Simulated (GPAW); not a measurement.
**SiO: single point with PBE**

The system is SiO.

```xyz
2
Lattice="0.0000 2.4336 2.4336 2.4336 0.0000 2.4336 2.4336 2.4336 0.0000" Properties=species:S:1:pos:R:3 pbc="T T T"
Si    3.6505    3.6505    3.6505
O     0.0000    0.0000    0.0000
```

The cell was built by a generator and needn't be a form met in nature.

| Property | Result |
| --- | --- |
| Program | GPAW 26.7.0 |
| Task | single point |
| Functional | PBE |
| Potentials or basis | GPAW PAW data sets (gpaw-data 1.2.1) |
| Cutoff | 800 eV |
| Basis | pw |
| k mesh | 9 × 9 × 9 |
| Occupations | fermi-dirac, width 0.05 eV |
| Spin | no spin polarisation |

The pressure is 0.4 GPa. The band gap on the k mesh is none (metal or under the smearing width).

Levels at points of the mesh, in eV from the Fermi level:
```
           k point  band 3  band 4  band 5  band 6  band 7  band 8
(0.00, 0.00, 0.00)   -5.39   -5.39   -5.39    3.61    3.61    3.61
```

Run time: 12 s on 1 thread of Arm Neoverse V2 (shared host), peak memory 0.15 GiB.
